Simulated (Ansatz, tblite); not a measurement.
**SiEt(NMe2)3 (C₈H₂₃N₃Si): rung by rung**

How do method and basis change the picture of SiEt(NMe2)3 (C₈H₂₃N₃Si) (singlet)?

Program: Ansatz 0.2.0, Gaussian basis. Level of theory: as each input shows. These are calculated values, not measurements.

Levels to be run: GFN1-xTB, GFN2-xTB, PBE-D4/def2-TZVP, r2SCAN-D4/def2-TZVP, B3LYP-D4/def2-TZVP, ωB97X-V/def2-TZVP, revPBE-D4/def2-TZVP, PBE-D4/def2-SVP, PBE0-D4/def2-SVP, HF/STO-3G, HF/6-31G, B3LYP-D4/6-31G, CCSD(T)/def2-SVP, MP2/def2-TZVP, RPA/def2-TZVP.

## Step 1: The structure

The geometry is that of the singlet, from an earlier relaxation (PBE-D4/def2-SVP).

35 atoms, charge 0, spin multiplicity 1.

Bond lengths: Si1–C2 1.903 Å, Si1–N9 1.759 Å, Si1–N18 1.755 Å, Si1–N27 1.756 Å, C2–C3 1.537 Å, C2–H4 1.113 Å, C2–H5 1.112 Å, C3–H6 1.110 Å, C3–H7 1.110 Å, C3–H8 1.109 Å, N9–C10 1.448 Å, N9–C11 1.446 Å, C10–H12 1.120 Å, C10–H13 1.109 Å, C10–H14 1.118 Å, C11–H15 1.108 Å, C11–H16 1.118 Å, C11–H17 1.120 Å and more. Angles: C2–Si1–N9 112.0°, C2–Si1–N18 109.2°, C2–Si1–N27 109.0°, N9–Si1–N18 105.2°, N9–Si1–N27 109.5°, N18–Si1–N27 112.0°, Si1–C2–C3 114.2°, Si1–C2–H4 110.1°, Si1–C2–H5 106.4°, C3–C2–H4 110.7°, C3–C2–H5 109.5°, H4–C2–H5 105.5°, C2–C3–H6 111.9°, C2–C3–H7 112.2°, C2–C3–H8 111.4°, H6–C3–H7 107.0°, H6–C3–H8 107.4°, H7–C3–H8 106.5° and more.

As a file:

```
Si   -0.1522    0.0979    0.2053
C    -0.0722    0.0906    2.1063
C     1.1337   -0.6682    2.6838
H    -1.0234   -0.3030    2.5282
H    -0.0262    1.1562    2.4220
H     1.1693   -0.6085    3.7918
H     1.1193   -1.7457    2.4165
H     2.0909   -0.2609    2.2984
N     1.4501    0.1282   -0.5208
C     2.3474    1.2425   -0.2967
C     2.0792   -1.0328   -1.1095
H     3.1935    0.9848    0.3901
H     1.7984    2.0968    0.1497
H     2.8072    1.6043   -1.2491
H     1.3376   -1.8448   -1.2430
H     2.5154   -0.8026   -2.1130
H     2.9142   -1.4368   -0.4820
N    -0.9288    1.5763   -0.3333
C    -2.0944    2.0995    0.3475
C    -0.6726    2.1997   -1.6144
H    -2.0015    3.1957    0.5418
H    -2.2404    1.6016    1.3270
H    -3.0359    1.9542   -0.2395
H     0.2039    1.7260   -2.0982
H    -1.5410    2.1106   -2.3154
H    -0.4602    3.2917   -1.5078
N    -1.0145   -1.3330   -0.3363
C    -1.0668   -2.5867    0.3827
C    -1.5265   -1.4101   -1.6893
H    -2.1045   -2.9994    0.4014
H    -0.7463   -2.4570    1.4347
H    -0.4156   -3.3796   -0.0676
H    -1.5432   -0.4054   -2.1562
H    -0.9212   -2.0802   -2.3519
H    -2.5721   -1.8019   -1.7033
```

PBE0-D4/def2-TZVP was run before; its log isn't repeated, and its numbers join the tables.

## Step 2: GFN1-xTB

Tight binding, by tblite at 300 K electronic temperature and without a spin-polarisation term:

```python
tblite.interface.Calculator('GFN1-xTB', numbers, positions, charge=0, uhf=0).singlepoint()
```

Energy -1110.0402 eV, HOMO -9.88 eV, LUMO -3.91 eV; 0.04 s.

## Step 3: GFN2-xTB

Tight binding, by tblite at 300 K electronic temperature and without a spin-polarisation term:

```python
tblite.interface.Calculator('GFN2-xTB', numbers, positions, charge=0, uhf=0).singlepoint()
```

Energy -1071.9505 eV, HOMO -9.15 eV, LUMO -3.32 eV; 0.026 s.

## Step 4: PBE-D4/def2-TZVP

start.molden holds the orbitals of an earlier run on this state, given as this run's starting guess.

in.yaml reads:

```yaml
crystal:
  periodic: [false, false, false]
  atoms:
    - {symbol: Si, position_ang: [-0.152207, 0.097871, 0.205335]}
    - {symbol: C, position_ang: [-0.072226, 0.090611, 2.106330]}
    - {symbol: C, position_ang: [1.133687, -0.668193, 2.683788]}
    - {symbol: H, position_ang: [-1.023429, -0.302982, 2.528183]}
    - {symbol: H, position_ang: [-0.026169, 1.156206, 2.421979]}
    - {symbol: H, position_ang: [1.169282, -0.608547, 3.791831]}
    - {symbol: H, position_ang: [1.119306, -1.745750, 2.416471]}
    - {symbol: H, position_ang: [2.090918, -0.260934, 2.298400]}
    - {symbol: N, position_ang: [1.450065, 0.128155, -0.520758]}
    - {symbol: C, position_ang: [2.347362, 1.242467, -0.296691]}
    - {symbol: C, position_ang: [2.079194, -1.032819, -1.109548]}
    - {symbol: H, position_ang: [3.193490, 0.984793, 0.390058]}
    - {symbol: H, position_ang: [1.798355, 2.096810, 0.149651]}
    - {symbol: H, position_ang: [2.807161, 1.604333, -1.249054]}
    - {symbol: H, position_ang: [1.337600, -1.844778, -1.242968]}
    - {symbol: H, position_ang: [2.515365, -0.802587, -2.113000]}
    - {symbol: H, position_ang: [2.914213, -1.436791, -0.481951]}
    - {symbol: N, position_ang: [-0.928801, 1.576339, -0.333346]}
    - {symbol: C, position_ang: [-2.094433, 2.099485, 0.347521]}
    - {symbol: C, position_ang: [-0.672648, 2.199739, -1.614435]}
    - {symbol: H, position_ang: [-2.001453, 3.195710, 0.541779]}
    - {symbol: H, position_ang: [-2.240374, 1.601607, 1.327034]}
    - {symbol: H, position_ang: [-3.035908, 1.954241, -0.239486]}
    - {symbol: H, position_ang: [0.203863, 1.726041, -2.098171]}
    - {symbol: H, position_ang: [-1.541040, 2.110627, -2.315418]}
    - {symbol: H, position_ang: [-0.460216, 3.291696, -1.507806]}
    - {symbol: N, position_ang: [-1.014504, -1.332988, -0.336345]}
    - {symbol: C, position_ang: [-1.066837, -2.586710, 0.382729]}
    - {symbol: C, position_ang: [-1.526548, -1.410130, -1.689277]}
    - {symbol: H, position_ang: [-2.104545, -2.999446, 0.401387]}
    - {symbol: H, position_ang: [-0.746280, -2.456991, 1.434750]}
    - {symbol: H, position_ang: [-0.415615, -3.379623, -0.067563]}
    - {symbol: H, position_ang: [-1.543241, -0.405383, -2.156168]}
    - {symbol: H, position_ang: [-0.921235, -2.080177, -2.351948]}
    - {symbol: H, position_ang: [-2.572139, -1.801893, -1.703303]}
basis:
  gaussian: {orbitals: def2-TZVP, fitting: {mean_field: def2-universal-jkfit}, initial_orbitals: start.molden}
hamiltonian: {xc: pbe, dispersion: d4}
scf: {omitted_lower_state_checks: [starts]}
output: {forces: true, orbitals: {seedname: orbitals}}
```

On the command line:

```
ansatz run in.yaml --threads 2 --pin off --events-out ev --progress --plain --max-ram 22528MiB --backend cuda --devices 0, --max-vram 18GiB
```

Further steps of the session: r2SCAN-D4/def2-TZVP; B3LYP-D4/def2-TZVP; ωB97X-V/def2-TZVP; revPBE-D4/def2-TZVP; PBE-D4/def2-SVP; PBE0-D4/def2-SVP; HF/STO-3G; HF/6-31G; B3LYP-D4/6-31G; CCSD(T)/def2-SVP; MP2/def2-TZVP; RPA/def2-TZVP.

Before running them: what should the planned runs give, taken together? Wanted: gap in def2-TZVP, named functionals, smallest and largest; correlation energy, CCSD(T)/def2-SVP; correlation energy, MP2/def2-TZVP; binding an atom, CCSD(T)/def2-SVP; PBE0 total energy, smallest basis above largest.

As calculated:

```
                                                 quantity                                 value
gap in def2-TZVP, named functionals, smallest and largest  4.60 eV (PBE-D4), 10.84 eV (ωB97X-V)
                     correlation energy, CCSD(T)/def2-SVP                             -53.72 eV
                        correlation energy, MP2/def2-TZVP                             -57.63 eV
                        binding an atom, CCSD(T)/def2-SVP                              3.814 eV
          PBE0 total energy, smallest basis above largest        16.92 eV (def2-SVP, def2-TZVP)
```

In words: Orbital gaps of the named functionals in def2-TZVP span 4.60 eV (PBE-D4) to 10.84 eV (ωB97X-V); exact exchange widens it. A small miss in a minimal or small basis is a cancelling of errors, not accuracy. The functionals in def2-TZVP miss CCSD(T)/def2-SVP by +0.177 (revPBE-D4) to +0.260 eV (PBE-D4) an atom. The yardstick is in a double-zeta basis, so levels in larger sets aren't compared like for like. The reference is CCSD(T) in one finite basis, so it carries an error of its own, often a tenth of an eV or more, and near misses can't be ranked.
